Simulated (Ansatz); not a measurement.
# WB (quartet): from Hartree-Fock to the top rungs, def2-SVP

The task here is to estimate one member of a computed series from the others.

Method: def2-SVP, core rule «outside noble gas», up to 5 orbitals frozen; program: Ansatz 0.2.0, Gaussian basis.

Plan: UHF; CCSD(T) on ROHF; CCSD(T) on UHF; CISD as a restricted active space (open shells left free, so some higher excitations enter); CCSDT(Q) on ROHF; CCSDT(Q) on UHF.

17 further runs of the same task are left out: 5 for a known fault of the program, 4 that didn't finish, 8 set aside as unsound or not needed. Runs told in other sessions of the task aren't counted.

## The system

The geometry is a PBE0/def2-TZVP stationary point (not a proven minimum) of the parent state, kept for this charge and spin. No spin-orbit coupling is included. Elements past krypton take def2 core potentials.

2 atoms, charge 0, spin multiplicity 4.

Atoms are counted from 1 here; the program's logs count them from 0.

Bond lengths: W1–B2 1.852 Å.

The first run:

in.yaml

```yaml
crystal:
  periodic: [false, false, false]
  atoms:
    - {symbol: W, position_ang: [0.000000, 0.000000, 0.000000]}
    - {symbol: B, position_ang: [0.000000, 0.000000, 1.851934]}
basis:
  gaussian: {orbitals: def2-SVP}
magnetization: {spin_polarized: true, initial_magnetization: 3}
hamiltonian: {xc: hf}
output: {orbitals: {seedname: orbitals}}
```

Command:

```
$ ansatz run in.yaml --threads 1 --pin off --events-out ev --progress --plain --max-ram 2393MiB
```

Steps of the session up to this table: UHF; CCSD(T) on ROHF; CCSD(T) on UHF; CISD as a restricted active space (open shells left free, so some higher excitations enter); CCSDT(Q) on ROHF; CCSDT(Q) on UHF.

One table of the session follows, with a row left open; its other results are not shown here.

| method | from RCCSDT(Q) (kJ/mol) |
| --- | --- |
| ROHF | +635.9 |
| RMP2 | ? |
| UMP2 | +143.9 |
| RCCSD | +47.5 |
| UCCSD | +38.8 |
| RCCSD(T) | +8.0 |
| UCCSD(T) | +7.3 |
| RCCSDT | +6.1 |
| UCCSDT | -0.2 |
| RCCSDT(Q) | 0 |
| UCCSDT(Q) | -6.0 |

Q: Estimate the row for RMP2 from the others.

**Answer.** from RCCSDT(Q) (kJ/mol): +42.4. In the column «from RCCSDT(Q) (kJ/mol)» it lies between UCCSD (+38.8) and RCCSD (+47.5).

Not comparable, so not listed: CISD as a restricted active space (open shells left free, so some higher excitations enter) (they don't share determinant, frozen orbitals or solution with the rows shown, or repeat one).

Left out of the table: UHF (another determinant or state than the rows shown).

Caveats from the session: The determinant of HF (⟨S²⟩ 5.26) is far from a pure spin state, so its energy mixes those of several spin states; that is harmless only where they are near-degenerate. The determinant of CCSD(T) (⟨S²⟩ 4.54) is far from a pure spin state, so its energy mixes those of several spin states; high orders of coupled cluster remove much of that, low ones don't. The determinant of CCSDT(Q) (⟨S²⟩ 4.54) is far from a pure spin state, so its energy mixes those of several spin states; high orders of coupled cluster remove much of that, low ones don't. Warnings: spin contamination; coupled cluster took another determinant than the lowest; large T1 diagnostic. Restricted and unrestricted rows rest on different reference determinants; a gap between their highest levels can come from leftover correlation error, from unlike frozen cores or from another state.
